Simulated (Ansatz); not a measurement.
**C2H9FOSi2: molecular dynamics**

The plan is to follow the molecule's vibrations and see whether its bonds hold. The start is relaxed first. Runs: 280 steps of 1 fs under a Nosé-Hoover thermostat at 500 K. SMILES of the start: OC(F)([SiH3])C[SiH3].

Method: RKS PBE0-D4/STO-3G, in Ansatz 0.2.0.

### Step 1. The structure to begin with

Bond lengths: O1–C2 1.378 Å, C2–F3 1.351 Å, C2–Si4 1.919 Å, C2–C5 1.537 Å, C5–Si6 1.872 Å, O1–H7 0.967 Å, Si4–H8 1.464 Å, Si4–H9 1.568 Å, Si4–H10 1.500 Å, C5–H11 1.102 Å, C5–H12 1.064 Å, Si6–H13 1.476 Å, Si6–H14 1.496 Å, Si6–H15 1.454 Å. Angles (14 of 25 angles, heavy atoms first): O1–C2–F3 100.4°, O1–C2–Si4 116.1°, O1–C2–C5 109.5°, F3–C2–Si4 103.9°, F3–C2–C5 104.4°, Si4–C2–C5 119.7°, C2–C5–Si6 116.9°, C2–O1–H7 108.3°, C2–Si4–H8 113.2°, C2–Si4–H9 109.3°, C2–Si4–H10 110.6°, C2–C5–H11 108.6°, C2–C5–H12 107.4°, Si6–C5–H11 107.6°.

Coordinates:

```xyz
15

O     0.6638    1.4243   -1.0117
C     0.8268    0.2380   -0.3301
F     1.9764   -0.2048   -0.8844
Si    1.2432    0.3876    1.5368
C    -0.2360   -0.7707   -0.7942
Si   -2.0132   -0.3960   -0.3399
H     1.4612    1.5857   -1.5351
H     2.4075    1.2350    1.8027
H     0.0168    1.0041    2.2940
H     1.3995   -0.9708    2.1523
H     0.0133   -1.7605   -0.3790
H    -0.1717   -0.8359   -1.8538
H    -2.2254   -0.3760    1.1208
H    -2.9048   -1.4785   -0.8613
H    -2.4793    0.8679   -0.8879
```

### Step 2. Preparing the start

The input, input.yaml:

```yaml
crystal:
  periodic: [false, false, false]
  atoms:
    - { symbol: O, position_ang: [0.6638, 1.4243, -1.0117] }
    - { symbol: C, position_ang: [0.8268, 0.238, -0.3301] }
    - { symbol: F, position_ang: [1.9764, -0.2048, -0.8844] }
    - { symbol: Si, position_ang: [1.2432, 0.3876, 1.5368] }
    - { symbol: C, position_ang: [-0.236, -0.7707, -0.7942] }
    - { symbol: Si, position_ang: [-2.0132, -0.396, -0.3399] }
    - { symbol: H, position_ang: [1.4612, 1.5857, -1.5351] }
    - { symbol: H, position_ang: [2.4075, 1.235, 1.8027] }
    - { symbol: H, position_ang: [0.0168, 1.0041, 2.294] }
    - { symbol: H, position_ang: [1.3995, -0.9708, 2.1523] }
    - { symbol: H, position_ang: [0.0133, -1.7605, -0.379] }
    - { symbol: H, position_ang: [-0.1717, -0.8359, -1.8538] }
    - { symbol: H, position_ang: [-2.2254, -0.376, 1.1208] }
    - { symbol: H, position_ang: [-2.9048, -1.4785, -0.8613] }
    - { symbol: H, position_ang: [-2.4793, 0.8679, -0.8879] }
basis:
  gaussian: { orbitals: STO-3G }
hamiltonian:
  xc: pbe0
  dispersion: d4
relax:
  f_tol: 0.02
  max_steps: 40
scf:
  lower_state_search: "off"
```

On the command line:

```console
$ ansatz run input.yaml --threads 1 --pin off --max-ram 2048MiB --backend cpu --events-out ev --progress --plain --runs-dir out
```

The runs that follow: The run.

Before running it: what results should come out? Wanted: relaxation of the start; temperature, first and last step; temperature, second half; potential energy, second half; largest change of the conserved energy; bonds formed or broken.

As calculated:

```
                              quantity                          value
               relaxation of the start       21 moves, 1.168 eV lower
                                length              280 steps of 1 fs
      temperature, first and last step                  500 and 486 K
              temperature, second half  mean 391 K, from 210 to 615 K
         potential energy, second half    +48 meV/atom from the start
largest change of the conserved energy                  2.70 meV/atom
                bonds formed or broken                              0
```

What this shows: Against a set 500 K the second half averages 391 K with a spread of 81 K; 48 meV/atom has gone into potential energy, and a thermostat that acts over some 100 fs has not made it up in 280 fs. The conserved energy strays from its start by at most 2.70 meV/atom, 7.1 % of the mean kinetic energy, which is poor: the step of 1 fs is too long for the fastest motion. No bond forms or breaks. Averages from a run of 280 fs with 15 atoms are rough. The nuclei move classically, without zero-point motion, which matters most for hydrogen. In so small a basis the energies are only a sketch.
